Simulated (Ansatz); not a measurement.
# SiGeH (quartet): B2PLYP, RPA-PBE over vertical spin and charge gaps, cc-pVDZ

Aim: run SiGeH (quartet) with these functionals over vertical spin and charge gaps, and hold them against the top wave-function level at the same points.

The runs use Ansatz 0.2.0, Gaussian basis; cc-pVDZ, all electrons in the functionals, frozen cores in the correlation of double hybrids and RPA.

Plan: B2PLYP, RPA-PBE, at charge 0, quartet; charge 0, doublet; charge 0, sextet; charge 1, triplet; charge 1, quintet.

3 further runs of the same task are left out: 3 set aside as unsound or not needed.

## Step 1: What is computed

The geometry is a PBE0/def2-TZVP stationary point (not a proven minimum). No spin-orbit coupling is included. The filled d shell of Ge may be among the frozen orbitals whatever the setting's name suggests; the logs give the count.

3 atoms, charge 0, spin multiplicity 4.

Atoms are counted from 1 here; the program's logs count them from 0.

Bond lengths: Si1–Ge2 2.394 Å, Ge2–H3 1.592 Å. Angles: Si1–Ge2–H3 106.5°.

Coordinates:

```xyz
3
charge 0, multiplicity 4
Si    0.00000    0.04063    1.73720
Ge    0.00000   -0.03618   -0.65563
H     0.00000    1.47545   -1.15621
```

No dispersion term is added.

The geometry shown and the zero of energy belong to the point charge 0, quartet. The yardstick, UCCSDTQ, and other wave-function levels (R restricted, U unrestricted, valence and pair active spaces) come from earlier runs.

## Step 2: B2PLYP, charge 0, quartet

File in.yaml:

```yaml
crystal:
  periodic: [false, false, false]
  atoms:
    - {symbol: Si, position_ang: [0.000000, 0.040626, 1.737197]}
    - {symbol: Ge, position_ang: [0.000000, -0.036181, -0.655626]}
    - {symbol: H, position_ang: [0.000000, 1.475453, -1.156210]}
basis:
  gaussian: {orbitals: cc-pVDZ}
magnetization: {spin_polarized: true, initial_magnetization: 3}
hamiltonian: {xc: {name: B2PLYP}}
correlation: {electrons: outside_noble_gas}
```

Command:

```bash
ansatz run in.yaml --threads 1 --pin off --events-out ev --progress --plain --max-ram 4096MiB --backend cpu
```

After this run come: B2PLYP, charge 0, doublet; B2PLYP, charge 0, sextet; B2PLYP, charge 1, triplet; B2PLYP, charge 1, quintet; RPA-PBE, charge 0, quartet; RPA-PBE, charge 0, doublet; RPA-PBE, charge 0, sextet; RPA-PBE, charge 1, triplet; RPA-PBE, charge 1, quintet.

**Question.** What will the summary of the whole plan be? Wanted: quartet to doublet, UCCSDTQ; quartet to sextet, UCCSDTQ; ionisation to the triplet cation, UCCSDTQ; ionisation to the quintet cation, UCCSDTQ; largest miss, B2PLYP; largest miss, RPA-PBE.

As calculated:

| quantity | value |
| --- | --- |
| quartet to doublet, UCCSDTQ | -41.1 kJ/mol |
| quartet to sextet, UCCSDTQ | 261.3 kJ/mol |
| ionisation to the triplet cation, UCCSDTQ | 683.8 kJ/mol |
| ionisation to the quintet cation, UCCSDTQ | 890.0 kJ/mol |
| largest miss, B2PLYP | +29.7 kJ/mol (quartet to sextet) |
| largest miss, RPA-PBE | +25.4 kJ/mol (quartet to sextet) |

**Reading.** Of the functionals, RPA-PBE keep the smallest largest miss at the points compared (at most 25.4 kJ/mol) and B2PLYP strays most (29.7 kJ/mol, at quartet to sextet). Functionals and the yardstick converge differently with the basis, so part of each miss in cc-pVDZ is the basis.
